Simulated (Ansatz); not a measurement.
# Cl3HSSi: the cost of one run

Program: Ansatz 0.2.0, driven from Python. Level of theory: B3LYP/cc-pVDZ. These are calculated values, not measurements.

## (1) Starting point

Bond lengths: S1–Si2 2.081 Å, Si2–Cl3 2.006 Å, Si2–Cl4 1.992 Å, Si2–Cl5 2.045 Å, S1–H6 1.405 Å. Angles: S1–Si2–Cl3 110.6°, S1–Si2–Cl4 113.7°, S1–Si2–Cl5 112.2°, Cl3–Si2–Cl4 106.4°, Cl3–Si2–Cl5 108.0°, Cl4–Si2–Cl5 105.6°, Si2–S1–H6 96.0°.

The script holds or builds the structure itself.

## (2) The script

File run_freq.py:

```python
import itertools

import ansatz as az
from ase import Atoms
from ase.data import atomic_numbers, covalent_radii
from ase.thermochemistry import IdealGasThermo
import numpy as np

geometry_ang = [
    ('S', [-0.9494, 0.6009, 1.3341]),
    ('Si', [0.3209, -0.2683, -0.0664]),
    ('Cl', [1.6612, -1.4565, 0.8374]),
    ('Cl', [-0.6221, -1.4007, -1.4074]),
    ('Cl', [1.3449, 1.1301, -1.1518]),
    ('H', [-1.7134, 1.3306, 0.408]),
]
mol = az.Crystal.molecule()
for symbol, xyz in geometry_ang:
    mol = mol.atom(symbol, xyz)

calc = (
    mol.calculation()
    .basis(gaussian='cc-pVDZ')
    .functional('b3lyp')
)
symbols = [site.symbol for site in mol.cartesian_sites]
start = np.array([site.position_ang for site in mol.cartesian_sites], dtype=float)
data = calc.relax(force_tolerance=0.003).run().report
end = np.array(data['positions_ang'])

radius = [covalent_radii[atomic_numbers[s]] for s in symbols]
span = lambda where, i, j: np.linalg.norm(where[i] - where[j])
bonded = [(i, j) for i, j in itertools.combinations(range(len(symbols)), 2) if min(span(start, i, j), span(end, i, j)) < 1.2 * (radius[i] + radius[j])]
print('pair        before    after (A)')
for i, j in bonded:
    print(f'{symbols[i]}{i}-{symbols[j]}{j}'.ljust(10), f'{span(start, i, j):8.4f} {span(end, i, j):8.4f}')

minimum = az.Crystal.molecule()
for symbol, place in zip(symbols, end):
    minimum = minimum.atom(symbol, place.tolist())
vibrating = minimum.calculation()
vibrating = vibrating.basis(gaussian='cc-pVDZ')
vibrating = vibrating.functional('b3lyp').phonons(temperatures=(100, 500, 100))
vib = vibrating.run().report['vibrations']
sums = vib['harmonic_sums']
modes = [m['omega_inv_cm'] for m in sums['modes_at_gamma'] if m['rigid_motion'] == 'no']
for number, w in enumerate(modes, start=1):
    print(f'mode {number:2d} {w:9.1f} 1/cm {w / 8065.544 * 1000:8.2f} meV')
print('imaginary modes:', sum(w < 0 for w in modes), ' zero-point energy:', round(sums['zero_point_energy_ev'], 4), 'eV')
gas = IdealGasThermo(vib_energies=[w / 8065.544 for w in modes if w > 0], geometry='linear' if len(modes) == 3 * len(symbols) - 5 else 'nonlinear',
                     atoms=Atoms(symbols, positions=end), symmetrynumber=1, spin=0.0)
print(f'H(298 K) - E = {gas.get_enthalpy(298.15, verbose=False):.4f} eV')
print(f'S(298 K, 1 bar) = {96485.33 * gas.get_entropy(298.15, 1e5, verbose=False):.1f} J/(mol K) with symmetry number 1')
```

## (3) What the engine is handed

The package turns the script's settings into the engine's input (first run):

```yaml
crystal:
  periodic: [false, false, false]
  atoms:
    - { symbol: S, position_ang: [-0.9494, 0.6009, 1.3341] }
    - { symbol: Si, position_ang: [0.3209, -0.2683, -0.0664] }
    - { symbol: Cl, position_ang: [1.6612, -1.4565, 0.8374] }
    - { symbol: Cl, position_ang: [-0.6221, -1.4007, -1.4074] }
    - { symbol: Cl, position_ang: [1.3449, 1.1301, -1.1518] }
    - { symbol: H, position_ang: [-1.7134, 1.3306, 0.408] }
basis:
  gaussian:
    orbitals: cc-pVDZ
hamiltonian:
  xc: b3lyp
relax:
  f_tol: 0.003
```

## (4) The run

The run is started by

```sh
python run_freq.py
```

What time and memory should one allow on 1 thread of Arm Neoverse V1, shared host?

About 3.2 min, with a peak of 0.37 GiB.
